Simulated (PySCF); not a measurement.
**GaBH3ClO (SMILES O[B](Cl)[GaH2]) at 5 levels**

Aim: a comparison of 5 runs (HF/STO-3G, HF/3-21G, B3LYP/6-31G*, PBE/def2-SVPD) of GaBH3ClO. Input form: a Python script.

The results are computed with PySCF 2.14.0.

### Step 1. The molecule

The species is GaBH3ClO (7 atoms), meant as a singlet with charge 0. SMILES: `O[B](Cl)[GaH2]`. Geometry: relaxed at PBE0-D4/def2-TZVP. This is one conformer, not always the lowest.

Bond lengths: O1–B2 1.344 Å, B2–Cl3 1.789 Å, B2–Ga4 2.095 Å, O1–H5 0.965 Å, Ga4–H6 1.572 Å, Ga4–H7 1.572 Å. Angles: O1–B2–Cl3 118.4°, O1–B2–Ga4 123.4°, Cl3–B2–Ga4 118.3°, B2–O1–H5 114.1°, B2–Ga4–H6 121.3°, B2–Ga4–H7 121.3°, H6–Ga4–H7 117.4°.

### Step 2. Energy and gradient at HF/STO-3G (run 1)

calc.py reads:

```python
from pyscf import gto

system = gto.Mole()
system.atom = '''
O       -0.845500      -1.229100       0.927100
B       -0.031900      -0.664900       0.017900
Cl       0.899000      -1.736200      -1.070500
Ga       0.202400       1.406200      -0.190800
H       -0.850900      -2.194300       0.905900
H       -0.691300       2.232500      -1.186100
H        1.318000       2.185900       0.596500
'''
system.max_memory = 1860
system.spin = 0
system.verbose = 3
system.basis = 'sto-3g'
system.build()

calc0 = system.RHF()
calc0.conv_tol = 1e-10
calc0.kernel()
if not calc0.converged:
    calc0 = calc0.newton().run(calc0.mo_coeff, calc0.mo_occ)

etot = calc0.e_tot
print('E(%s) = %.9f' % ('HF', etot))
grad = calc0.nuc_grad_method().kernel()
calc0.analyze()
```

On the command line:

```sh
OMP_NUM_THREADS=1 python calc.py
```

What it wrote:

```text
converged SCF energy = -2455.48800517576
E(HF) = -2455.488005176
--------------- RHF gradients ---------------
         x                y                z
0 O    -0.0074176953    -0.0284011896     0.0076553253
1 B     0.0123135751    -0.0489917180    -0.0153386623
2 Cl    -0.0094495616     0.0140159429     0.0110923870
3 Ga    -0.0030213155    -0.0223420175     0.0027767450
4 H    -0.0004685735     0.0246019520     0.0012342914
5 H    -0.0370503028     0.0315040430    -0.0401802965
6 H     0.0450938737     0.0296129873     0.0327602099
----------------------------------------------
**** MO energy ****
MO #1   energy= -374.576637774926  occ= 2
MO #2   energy= -103.656896410922  occ= 2
MO #3   energy= -46.6477734930279  occ= 2
MO #4   energy= -41.8674974788201  occ= 2
MO #5   energy= -41.8649283873051  occ= 2
MO #6   energy= -41.8648237292188  occ= 2
MO #7   energy= -20.3241842717273  occ= 2
MO #8   energy= -10.3451377439361  occ= 2
MO #9   energy= -7.78849307828966  occ= 2
MO #10  energy= -7.78417575395395  occ= 2
MO #11  energy= -7.78391460993359  occ= 2
MO #12  energy= -7.46623824398981  occ= 2
MO #13  energy= -5.74934116801166  occ= 2
MO #14  energy= -3.89820864259001  occ= 2
MO #15  energy= -3.89190389456958  occ= 2
MO #16  energy= -3.89147473810764  occ= 2
MO #17  energy= -1.33185988045167  occ= 2
MO #18  energy= -1.0092574689933   occ= 2
MO #19  energy= -0.698336383841238 occ= 2
MO #20  energy= -0.562718924272188 occ= 2
MO #21  energy= -0.549648509892857 occ= 2
MO #22  energy= -0.482503577993171 occ= 2
MO #23  energy= -0.473019151448955 occ= 2
MO #24  energy= -0.395742662524486 occ= 2
MO #25  energy= -0.393728690053086 occ= 2
MO #26  energy= -0.388733347038627 occ= 2
MO #27  energy= -0.330052990722871 occ= 2
MO #28  energy= -0.305344343261655 occ= 2
MO #29  energy= -0.304884342512044 occ= 2
MO #30  energy= -0.282884865065131 occ= 2
MO #31  energy= -0.277134319350079 occ= 2
MO #32  energy= -0.256738088082367 occ= 2
MO #33  energy= 0.158492438037176  occ= 0
MO #34  energy= 0.271250414563885  occ= 0
MO #35  energy= 0.411430083116624  occ= 0
MO #36  energy= 0.49461993324884   occ= 0
MO #37  energy= 0.547871732822008  occ= 0
MO #38  energy= 0.606030649528068  occ= 0
MO #39  energy= 0.63365926966068   occ= 0
MO #40  energy= 0.838735391127978  occ= 0
 ** Mulliken atomic charges  **
charge of    0O =     -0.16940
charge of    1B =      0.14513
charge of    2Cl =     -0.21756
charge of    3Ga =      0.23457
charge of    4H =      0.17553
charge of    5H =     -0.08414
charge of    6H =     -0.08412
Dipole moment(X, Y, Z, Debye): -1.03098,  0.00523,  1.17218
```

Run time: 3.9 s. Hardware: 1 thread of Intel Xeon at 2.70GHz, shared host; peak memory 0.12 GiB.

### Step 3. Energy and forces at HF/3-21G (run 2)

mol.xyz reads:

```xyz
7

O     -0.845500    -1.229100     0.927100
B     -0.031900    -0.664900     0.017900
Cl     0.899000    -1.736200    -1.070500
Ga     0.202400     1.406200    -0.190800
H     -0.850900    -2.194300     0.905900
H     -0.691300     2.232500    -1.186100
H      1.318000     2.185900     0.596500
```

input.py reads:

```python
from pyscf import gto, scf

mol = gto.M(
    atom='mol.xyz',
    verbose=3,
    max_memory=1860,
    basis='3-21g',
)

hf = scf.RHF(mol)
hf.conv_tol = 1e-10
hf.kernel()
if not hf.converged:
    hf = hf.newton().run(hf.mo_coeff, hf.mo_occ)

e_final = hf.e_tot
print(f'total energy: {e_final:.8f} hartree')
grad = hf.nuc_grad_method().kernel()
dip = hf.dip_moment()
pop, q = hf.mulliken_pop()
```

On the command line:

```sh
OMP_NUM_THREADS=1 python input.py
```

What it wrote:

```text
converged SCF energy = -2471.92564054033
total energy: -2471.92564054 hartree
--------------- RHF gradients ---------------
         x                y                z
0 O     0.0046970154     0.0106761920    -0.0050177977
1 B    -0.0003876604    -0.0305764664    -0.0004376053
2 Cl    -0.0135365655     0.0178712498     0.0158796009
3 Ga     0.0004329541    -0.0038242959    -0.0006175924
4 H     0.0084824278     0.0072408746    -0.0094440533
5 H     0.0022074258    -0.0007546736     0.0016294923
6 H    -0.0018955972    -0.0006328806    -0.0019920445
----------------------------------------------
Dipole moment(X, Y, Z, Debye): -0.98934, -0.77650,  1.10281
 ** Mulliken pop  **
pop of  0 O 1s            1.98580
pop of  0 O 2s            0.41600
pop of  0 O 3s            1.47181
pop of  0 O 2px           0.74944
pop of  0 O 2py           0.62175
pop of  0 O 2pz           0.75009
pop of  0 O 3px           0.96508
pop of  0 O 3py           0.76126
pop of  0 O 3pz           0.95576
pop of  1 B 1s            1.98919
pop of  1 B 2s            0.39324
pop of  1 B 3s            0.69459
pop of  1 B 2px           0.26983
pop of  1 B 2py           0.53826
pop of  1 B 2pz           0.30514
pop of  1 B 3px           0.13666
pop of  1 B 3py           0.34886
pop of  1 B 3pz           0.11940
pop of  2 Cl 1s           1.99860
pop of  2 Cl 2s           1.95896
pop of  2 Cl 3s           1.11231
pop of  2 Cl 4s           0.91909
pop of  2 Cl 2px          1.96892
pop of  2 Cl 2py          1.96889
pop of  2 Cl 2pz          1.96850
pop of  2 Cl 3px          1.02000
pop of  2 Cl 3py          1.02580
pop of  2 Cl 3pz          1.01131
pop of  2 Cl 4px          0.81528
pop of  2 Cl 4py          0.77418
pop of  2 Cl 4pz          0.78482
pop of  3 Ga 1s           1.99985
pop of  3 Ga 2s           1.99859
pop of  3 Ga 3s           1.99550
pop of  3 Ga 4s           0.78771
pop of  3 Ga 5s           0.18753
pop of  3 Ga 2px          1.99862
pop of  3 Ga 2py          1.99860
pop of  3 Ga 2pz          1.99859
pop of  3 Ga 3px          1.98556
pop of  3 Ga 3py          1.98742
pop of  3 Ga 3pz          1.98485
pop of  3 Ga 4px          0.33593
pop of  3 Ga 4py          0.55684
pop of  3 Ga 4pz          0.27048
pop of  3 Ga 5px          0.09534
pop of  3 Ga 5py          0.01824
pop of  3 Ga 5pz          0.07644
pop of  3 Ga 3dxy         1.98623
pop of  3 Ga 3dyz         1.98713
pop of  3 Ga 3dz^2        1.99504
pop of  3 Ga 3dxz         1.98683
pop of  3 Ga 3dx2-y2      1.98636
pop of  4 H 1s            0.41161
pop of  4 H 2s            0.17254
pop of  5 H 1s            0.39657
pop of  5 H 2s            0.80311
pop of  6 H 1s            0.39654
pop of  6 H 2s            0.80312
 ** Mulliken atomic charges  **
charge of    0O =     -0.67699
charge of    1B =      0.20482
charge of    2Cl =     -0.32665
charge of    3Ga =      0.78231
charge of    4H =      0.41585
charge of    5H =     -0.19968
charge of    6H =     -0.19966
```

Run time: 5.1 s. Hardware: 1 thread of Intel Xeon at 2.70GHz, shared host; peak memory 0.13 GiB.

### Step 4. Energy and forces at B3LYP/6-31G(d) (spherical functions) (run 3)

input.xyz reads:

```xyz
7
BClGaH3O
O     -0.845500    -1.229100     0.927100
B     -0.031900    -0.664900     0.017900
Cl     0.899000    -1.736200    -1.070500
Ga     0.202400     1.406200    -0.190800
H     -0.850900    -2.194300     0.905900
H     -0.691300     2.232500    -1.186100
H      1.318000     2.185900     0.596500
```

job.py reads:

```python
# O[B](Cl)[GaH2]
import pyscf.grad
from pyscf import gto, dft

molecule = gto.M(
    atom='input.xyz',
    basis='6-31g*',
    max_memory=1860,
    verbose=3,
)

mf = dft.RKS(molecule, xc='b3lyp')
mf.conv_tol = 1e-10
mf.grids.level = 5
mf.kernel()
if not mf.converged:
    mf = mf.newton().run(mf.mo_coeff, mf.mo_occ)

e_tot = mf.e_tot
print('Final energy', e_tot)
grad = mf.Gradients().kernel()
mf.analyze()
```

On the command line:

```sh
OMP_NUM_THREADS=1 python job.py
```

What it wrote:

```text
converged SCF energy = -2486.75855843515
[... 15 lines left out ...]
MO #4   energy= -40.7102771242918  occ= 2
[... 9 lines left out ...]
MO #14  energy= -3.80875908429689  occ= 2
[... 9 lines left out ...]
MO #24  energy= -0.592031497561099 occ= 2
[... 9 lines left out ...]
MO #34  energy= -0.024342723302174 occ= 0
[... 9 lines left out ...]
MO #44  energy= 0.259188348626108  occ= 0
[... 9 lines left out ...]
MO #54  energy= 0.600443290150589  occ= 0
[... 9 lines left out ...]
MO #64  energy= 0.987183937097508  occ= 0
[... 9 lines left out ...]
MO #74  energy= 1.7805341062969    occ= 0
[... 9 lines left out ...]
MO #84  energy= 2.98257473491516   occ= 0
[... 8 lines left out ...]
Dipole moment(X, Y, Z, Debye): -0.70354, -1.28357,  0.76364
```

It took 53 s on 1 thread of Intel Xeon at 2.70GHz, shared host; peak memory 0.82 GiB.

Run 4 isn't shown in full; the table further down has it.

### Step 5. Energy and forces at PBE/def2-SVPD (run 5)

calc.py reads:

```python
import pyscf.grad
from pyscf import gto, dft

mol = gto.M(
    atom='''
O     -1.597763    -2.322662     1.751965
B     -0.060282    -1.256479     0.033826
Cl     1.698864    -3.280942    -2.022952
Ga     0.382481     2.657333    -0.360560
H     -1.607968    -4.146626     1.711903
H     -1.306368     4.218814    -2.241404
H      2.490659     4.130752     1.127222
''',
    basis='def2-svpd',
    unit='bohr',
    verbose=3,
    spin=0,
    max_memory=1860,
)

calc0 = dft.RKS(mol, xc='pbe')
calc0.grids.level = 5
calc0.conv_tol = 1e-10
calc0.kernel()
if not calc0.converged:
    calc0 = calc0.newton().run(calc0.mo_coeff, calc0.mo_occ)

e_tot = calc0.e_tot
print('E = %.10f Eh' % e_tot)
grad = calc0.Gradients().kernel()
calc0.analyze()
```

On the command line:

```sh
OMP_NUM_THREADS=1 python calc.py
```

What it wrote:

```text
converged SCF energy = -2485.94377570506
[... 15 lines left out ...]
MO #4   energy= -40.183207076487   occ= 2
[... 15 lines left out ...]
MO #20  energy= -0.731069710035756 occ= 2
[... 15 lines left out ...]
MO #36  energy= 0.00315961290146749 occ= 0
[... 15 lines left out ...]
MO #52  energy= 0.158437618975746  occ= 0
[... 15 lines left out ...]
MO #68  energy= 0.334861672922071  occ= 0
[... 15 lines left out ...]
MO #84  energy= 0.566878748864714  occ= 0
[... 15 lines left out ...]
MO #100 energy= 0.985934919945664  occ= 0
[... 15 lines left out ...]
MO #116 energy= 1.75463216463255   occ= 0
[... 15 lines left out ...]
MO #132 energy= 3.74470019760545   occ= 0
[... 8 lines left out ...]
Dipole moment(X, Y, Z, Debye): -0.55008, -1.15665,  0.59270
```

Run time: 70 s. Hardware: 1 thread of Intel Xeon at 2.70GHz, shared host; peak memory 1.4 GiB.

### Step 6. The series

```csv
run,level,integration grid,Cartesian functions,energy (Eh),dipole moment (D),HOMO energy (eV),LUMO energy (eV),wall time
1,HF/STO-3G,–,no,-2455.488005,1.56,-6.99,4.31,3.9 s
2,HF/3-21G,–,no,-2471.925641,1.67,-10.44,1.00,5.1 s
3,B3LYP/6-31G* (spherical functions),5,no,-2486.758558,1.65,-7.37,-1.96,53 s
4,B3LYP/6-31G* (Cartesian functions),5,yes,-2486.768351,1.65,-7.37,-1.95,56 s
5,PBE/def2-SVPD,5,no,-2485.943776,1.41,-6.54,-2.59,70 s
```

### Step 7. Outcome

| quantity | value |
| --- | --- |
| run 5: total energy | -2485.94378 Eh |
| run 5: dipole moment | 1.41 D |
| run 5: HOMO energy | -6.54 eV |
| run 5: LUMO energy | -2.59 eV |
| run 5: HOMO–LUMO gap | 3.94 eV |
| run 5: largest force on an atom | 0.620 eV/Å |

**Reading.** The dipole moment (its size) runs from 1.41 D (PBE/def2-SVPD) to 1.67 D (HF/3-21G). The two ends differ in method and basis. The HOMO–LUMO gap runs from 3.94 eV (PBE/def2-SVPD) to 11.44 eV (HF/3-21G). Totals of different functionals can't be ranked against each other. In run 1 the basis is minimal, so the values are rough. All runs together took 3.1 min, the longest 70 s.
